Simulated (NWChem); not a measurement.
**BSiCl3F2 (SMILES FB(F)[Si](Cl)(Cl)Cl) at 4 levels**

We compute a comparison of 4 runs (HF/STO-3G, HF/3-21G, B3LYP/6-31G*) of BSiCl3F2. 

The results are computed with NWChem 7.3.0.

**1. The system as given**

BSiCl3F2: 7 atoms, total charge 0, spin state singlet. SMILES: `FB(F)[Si](Cl)(Cl)Cl`. The coordinates come from a PBE0-D4/def2-TZVP relaxation.

Bond lengths: F1–B2 1.312 Å, B2–F3 1.313 Å, B2–Si4 2.031 Å, Si4–Cl5 2.032 Å, Si4–Cl6 2.036 Å, Si4–Cl7 2.037 Å. Angles: F1–B2–F3 118.0°, F1–B2–Si4 121.8°, F3–B2–Si4 120.2°, B2–Si4–Cl5 111.0°, B2–Si4–Cl6 109.4°, B2–Si4–Cl7 109.1°, Cl5–Si4–Cl6 109.2°, Cl5–Si4–Cl7 109.1°, Cl6–Si4–Cl7 109.1°.

**2. Energy and forces at HF/STO-3G (run 1)**

run.nw reads:

```
start run
memory total 2200 mb
charge 0

geometry noautosym nocenter noautoz
  F      1.528600    -1.538400     0.654700
  B      0.294700    -1.101800     0.559900
  F     -0.662200    -1.840800     1.072500
  Si    -0.149800     0.658000    -0.351500
  Cl     1.539100     1.607600    -0.964400
  Cl    -1.155600     1.857100     0.950900
  Cl    -1.333400     0.290300    -1.967700
end

basis spherical bse
  * library STO-3G
end

scf
  thresh 1e-08
  maxiter 80
end

task scf gradient
```

Command:

```bash
nwchem run.nw > run.out
```

The log of the run:

```text
[...]
  functions       =    51
[...]
  wavefunction    = RHF
[...]
         Total SCF energy =  -1870.079887070508
      One-electron energy =  -3802.238525766008
      Two-electron energy =   1327.243144899642
 Nuclear repulsion energy =    604.915493795858
        Time for solution =      4.2s
[...]
                         RHF ENERGY GRADIENTS
    atom               coordinates                        gradient
                 x          y          z           x          y          z
   1 F       2.888635  -2.907154   1.237204    0.014759  -0.006986   0.002046
   2 B       0.556902  -2.082100   1.058058   -0.002075   0.011014  -0.005743
   3 F      -1.251377  -3.478608   2.026731   -0.011268  -0.009924   0.006651
   4 Si     -0.283081   1.243440  -0.664239   -0.008252   0.035816  -0.018406
   5 Cl      2.908477   3.037923  -1.822452   -0.021387  -0.014428   0.009020
   6 Cl     -2.183767   3.509410   1.796940    0.013027  -0.017488  -0.014982
   7 Cl     -2.519761   0.548587  -3.718414    0.015195   0.001996   0.021413
[...]
```

Wall time 6 s (1 thread of Intel Xeon 6975P-C (Granite Rapids), shared host); peak memory 0.096 GiB.

**3. Energy and forces at HF/3-21G (run 2)**

sp.nw reads:

```
start sp
title "BCl3F2Si"
memory stack 880 mb heap 220 mb global 1100 mb

geometry units au noautosym nocenter noautoz
  F   2.88863535 -2.90715467  1.23720369
  B   0.55690229 -2.08210024  1.05805766
  F  -1.25137664 -3.47860785  2.02673127
  Si -0.28308097  1.24343979 -0.66423873
  Cl  2.90847748  3.03792372 -1.82245187
  Cl -2.18376751  3.50941039  1.79694057
  Cl -2.51976081  0.54858749 -3.71841410
end

basis spherical bse
  * library 3-21G
end

scf
  nopen 0
  rhf
  thresh 1e-08
  maxiter 80
end

task scf gradient
```

Command:

```bash
nwchem sp.nw > sp.out
```

The log of the run:

```text
[...]
  functions       =    79
[...]
  wavefunction    = RHF
[...]
         Total SCF energy =  -1881.885849585882
      One-electron energy =  -3811.319982262934
      Two-electron energy =   1324.518682496074
 Nuclear repulsion energy =    604.915450180978
        Time for solution =      5.0s
[...]
                         RHF ENERGY GRADIENTS
    atom               coordinates                        gradient
                 x          y          z           x          y          z
   1 F       2.888635  -2.907155   1.237204   -0.020973   0.006583  -0.001107
   2 B       0.556902  -2.082100   1.058058    0.004150  -0.023646   0.012199
   3 F      -1.251377  -3.478608   2.026731    0.017387   0.011447  -0.008180
   4 Si     -0.283081   1.243440  -0.664239   -0.012513   0.045275  -0.023555
   5 Cl      2.908477   3.037924  -1.822452   -0.038043  -0.020871   0.013582
   6 Cl     -2.183768   3.509410   1.796941    0.023036  -0.026781  -0.028937
   7 Cl     -2.519761   0.548587  -3.718414    0.026956   0.007993   0.035999
[...]
```

Run time: 7.2 s. Hardware: 1 thread of Intel Xeon 6975P-C (Granite Rapids), shared host; peak memory 0.097 GiB.

**4. Energy and forces at B3LYP/6-31G(d) (Cartesian functions) (run 3)**

run.nw reads:

```
start run
memory total 2200 mb

geometry units angstroms noautosym nocenter noautoz
 F        1.528600      -1.538400       0.654700
 B        0.294700      -1.101800       0.559900
 F       -0.662200      -1.840800       1.072500
 Si      -0.149800       0.658000      -0.351500
 Cl       1.539100       1.607600      -0.964400
 Cl      -1.155600       1.857100       0.950900
 Cl      -1.333400       0.290300      -1.967700
end

basis cartesian
 F library 6-31G*
 B library 6-31G*
 Si library 6-31G*
 Cl library 6-31G*
end

dft
 xc b3lyp
 grid fine
 convergence energy 1e-08
 maxiter 100
 mulliken
 print low
end

task dft gradient
```

Command:

```bash
nwchem run.nw > run.out
```

The log of the run:

```text
[...]
 d= 0,ls=0.0,diis     1  -1894.7158133417 -2.50D+03  1.82D-02  1.61D+00     4.0
[...]
 d= 0,ls=0.0,diis     8  -1894.8785246839 -5.52D-09  2.98D-06  1.81D-07    26.6
         Total DFT energy =    -1894.878524683867
      One electron energy =    -3824.958347758576
           Coulomb energy =     1456.060205966227
    Exchange-Corr. energy =     -130.895876687375
 Nuclear repulsion energy =      604.915493795858
[...]
      Total Density - Mulliken Population Analysis
     ---------------------------------------------
    Atom       Charge   Shell Charges
 -----------   ------   -------------------------------------------------------
    1 F    9     9.19   1.99  0.96  3.33  0.87  1.95  0.08
    2 B    5     4.54   1.99  0.54  1.31  0.30  0.25  0.15
    3 F    9     9.19   1.99  0.96  3.33  0.87  1.95  0.08
    4 Si  14    13.62   2.00  1.99  5.96  1.10  1.81  0.11  0.37  0.28
    5 Cl  17    17.15   2.00  1.99  5.97  1.46  3.65  0.54  1.56 -0.03
    6 Cl  17    17.16   2.00  1.99  5.97  1.46  3.65  0.55  1.57 -0.03
    7 Cl  17    17.16   2.00  1.99  5.97  1.46  3.65  0.55  1.57 -0.03
[...]
                         DFT ENERGY GRADIENTS
    atom               coordinates                        gradient
                 x          y          z           x          y          z
   1 F       2.888635  -2.907154   1.237204   -0.005369   0.000460   0.000415
   2 B       0.556902  -2.082100   1.058058   -0.000161  -0.002084   0.001002
   3 F      -1.251377  -3.478608   2.026731    0.005189   0.001929  -0.001607
   4 Si     -0.283081   1.243440  -0.664239   -0.002481   0.010509  -0.005398
   5 Cl      2.908477   3.037923  -1.822452   -0.010058  -0.005666   0.003647
   6 Cl     -2.183767   3.509410   1.796940    0.005931  -0.007108  -0.007490
   7 Cl     -2.519761   0.548587  -3.718414    0.006950   0.001960   0.009432
 Task  times  cpu:       36.9s     wall:       36.9s
 Total times  cpu:       36.9s     wall:       36.9s
```

Run time: 38 s. Hardware: 1 thread of Intel Xeon 6975P-C (Granite Rapids), shared host; peak memory 0.13 GiB.

**5. Energy and forces at B3LYP/6-31G(d) (spherical functions) (run 4)**

bcl3f2si.xyz reads:

```xyz
7
BCl3F2Si
F      1.528600    -1.538400     0.654700
B      0.294700    -1.101800     0.559900
F     -0.662200    -1.840800     1.072500
Si    -0.149800     0.658000    -0.351500
Cl     1.539100     1.607600    -0.964400
Cl    -1.155600     1.857100     0.950900
Cl    -1.333400     0.290300    -1.967700
```

bcl3f2si.nw reads:

```
start bcl3f2si
title "BCl3F2Si"
memory total 2200 mb
geometry noautosym nocenter noautoz
   load format xyz bcl3f2si.xyz
end
basis spherical bse
   * library 6-31G*
end
dft
   xc b3lyp
   grid fine
   convergence energy 1e-08
   iterations 100
   mulliken
end
task dft gradient
```

Command:

```bash
nwchem bcl3f2si.nw > bcl3f2si.out
```

The log of the run:

```text
[...]
          Wavefunction type:  closed shell.
          No. of atoms     :     7
          No. of electrons :    88
[...]
          Charge           :     0
          Spin multiplicity:     1
[...]
          AO basis - number of functions:   114
[...]
              XC Information
              --------------
                         B3LYP Method XC Potential
                     Hartree-Fock (Exact) Exchange  0.200
                        Slater Exchange Functional  0.800 local
                    Becke 1988 Exchange Functional  0.720 non-local
              Lee-Yang-Parr Correlation Functional  0.810
                  VWN I RPA Correlation Functional  0.190 local
[...]
 d= 0,ls=0.0,diis     1  -1894.7066301932 -2.50D+03  1.74D-02  1.28D+00     4.8
[...]
 d= 0,ls=0.0,diis     8  -1894.8645131833 -2.15D-09  2.66D-06  1.69D-07    24.2
         Total DFT energy =    -1894.864513183319
      One electron energy =    -3825.208747561473
           Coulomb energy =     1456.410342445074
    Exchange-Corr. energy =     -130.981601862777
 Nuclear repulsion energy =      604.915493795858
[...]
      Total Density - Mulliken Population Analysis
     ---------------------------------------------
    Atom       Charge   Shell Charges
 -----------   ------   -------------------------------------------------------
    1 F    9     9.22   2.00  0.94  3.33  0.98  1.96  0.01
    2 B    5     4.47   2.00  0.53  1.30  0.27  0.22  0.15
    3 F    9     9.22   2.00  0.94  3.33  0.98  1.96  0.01
    4 Si  14    13.62   2.00  1.99  5.96  1.06  1.81  0.11  0.38  0.31
    5 Cl  17    17.15   2.00  2.00  5.97  1.41  3.65  0.53  1.57  0.02
    6 Cl  17    17.16   2.00  2.00  5.97  1.41  3.65  0.54  1.57  0.02
    7 Cl  17    17.16   2.00  2.00  5.97  1.41  3.65  0.54  1.57  0.02
[...]
  wavefunction    = closed shell
                         DFT ENERGY GRADIENTS
    atom               coordinates                        gradient
                 x          y          z           x          y          z
   1 F       2.888635  -2.907154   1.237204   -0.005944   0.000523   0.000438
   2 B       0.556902  -2.082100   1.058058   -0.000012  -0.002534   0.001262
   3 F      -1.251377  -3.478608   2.026731    0.005702   0.002151  -0.001796
   4 Si     -0.283081   1.243440  -0.664239   -0.002578   0.010573  -0.005446
   5 Cl      2.908477   3.037923  -1.822452   -0.009899  -0.005618   0.003619
   6 Cl     -2.183767   3.509410   1.796940    0.005871  -0.006990  -0.007327
   7 Cl     -2.519761   0.548587  -3.718414    0.006861   0.001895   0.009250
[...]
```

Wall time 35 s (1 thread of Intel Xeon 6975P-C (Granite Rapids), shared host); peak memory 0.12 GiB.

**6. All runs side by side**

| run | level | Cartesian functions | iteration cap | energy (Eh) | dipole moment (D) | HOMO energy (eV) | LUMO energy (eV) | wall time |
| --- | --- | --- | --- | --- | --- | --- | --- | --- |
| 1 | HF/STO-3G | no | 80 | -1870.079887 | 2.73 | -10.10 | 5.68 | 6 s |
| 2 | HF/3-21G | no | 80 | -1881.885850 | 1.32 | -12.85 | 1.10 | 7.2 s |
| 3 | B3LYP/6-31G* (Cartesian functions) | yes | 100 | -1894.878525 | – | – | – | 38 s |
| 4 | B3LYP/6-31G* (spherical functions) | no | 100 | -1894.864513 | 0.80 | -8.88 | -1.84 | 35 s |

**7. Results**

| quantity | value |
| --- | --- |
| run 4: total energy | -1894.86451 Eh |
| run 4: dipole moment | 0.80 D |
| run 4: HOMO energy | -8.88 eV |
| run 4: LUMO energy | -1.84 eV |
| run 4: HOMO–LUMO gap | 7.04 eV |
| run 4: largest force on an atom | 0.626 eV/Å |

In words: Over runs 1, 2, 4 the dipole moment (its size) runs from 0.80 D (B3LYP/6-31G*) to 2.73 D (HF/STO-3G). The two ends differ in method and basis. Over runs 1, 2, 4 the HOMO–LUMO gap runs from 7.04 eV (B3LYP/6-31G*) to 15.78 eV (HF/STO-3G). In run 1 the basis is minimal, so the values are rough. All runs together took 85 s, the longest 38 s.
